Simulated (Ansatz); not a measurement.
**PbO: energies up the ladder**

The task here is to estimate one member of a computed series from the others.

Computed with Ansatz 0.2.0 (the levels named in each step, unless a step's input says otherwise).

## The system as given

Bond lengths: O1–Pb2 1.920 Å.

Structure file:

```xyz
2

O     0.0000    0.0000    0.0000
Pb    0.0000    0.0000    1.9196
```

The first run:

File input.yaml:

```yaml
crystal:
  periodic: [false, false, false]
  atoms:
    - { symbol: O, position_ang: [0.0, 0.0, 0.0] }
    - { symbol: Pb, position_ang: [0.0, 0.0, 1.91961] }
basis:
  gaussian: { orbitals: def2-SVP }
hamiltonian:
  xc: pbe
  dispersion: d4
relax:
  f_tol: 0.03
  max_steps: 200
```

On the command line:

```bash
$ ansatz run input.yaml --threads 2 --pin off --max-ram 5120MiB --backend cpu --events-out ev --progress --plain --runs-dir out
```

Steps of the session up to this table: A rough first relaxation, PBE-D4/def2-SVP; Relaxation, PBE0-D4/def2-TZVPP; Frequencies, PBE0-D4/def2-TZVPP; Single point, PBE-D4/def2-TZVPP; Single point, r2SCAN-D4/def2-TZVPP; Single point, B3LYP-D4/def2-TZVPP; Single point, wB97M-V/def2-TZVPP; Single point, B2PLYP/def2-TZVPP; Single point, LDA/def2-TZVPP; Single point, PBE0-D4/def2-SVP; Single point, PBE-D4/def2-SVP; The cation of multiplicity 2 at the same geometry, PBE0-D4/def2-TZVPP; The cation of multiplicity 2 at the same geometry, PBE-D4/def2-TZVPP; The cation of multiplicity 2 at the same geometry, r2SCAN-D4/def2-TZVPP; The cation of multiplicity 2 at the same geometry, B3LYP-D4/def2-TZVPP; The cation of multiplicity 2 at the same geometry, wB97M-V/def2-TZVPP; The cation of multiplicity 2 at the same geometry, B2PLYP/def2-TZVPP.

One table of the session follows, with a row left open; its other results are not shown here.

It belongs to the step «Vertical ionisation energy». 

| level | vertical ionisation energy (eV) | from B2PLYP/def2-TZVPP (eV) |
| --- | --- | --- |
| PBE-D4/def2-TZVPP | 9.550 | -0.058 |
| r2SCAN-D4/def2-TZVPP | ? | ? |
| B3LYP-D4/def2-TZVPP | 9.355 | -0.254 |
| wB97M-V/def2-TZVPP | 9.126 | -0.483 |
| B2PLYP/def2-TZVPP | 9.608 | +0.000 |

**Question.** Estimate the row for r2SCAN-D4/def2-TZVPP.

The run gave: vertical ionisation energy (eV): 9.318; from B2PLYP/def2-TZVPP (eV): -0.291. In the column «vertical ionisation energy (eV)» it lies between wB97M-V/def2-TZVPP (9.126) and B3LYP-D4/def2-TZVPP (9.355).
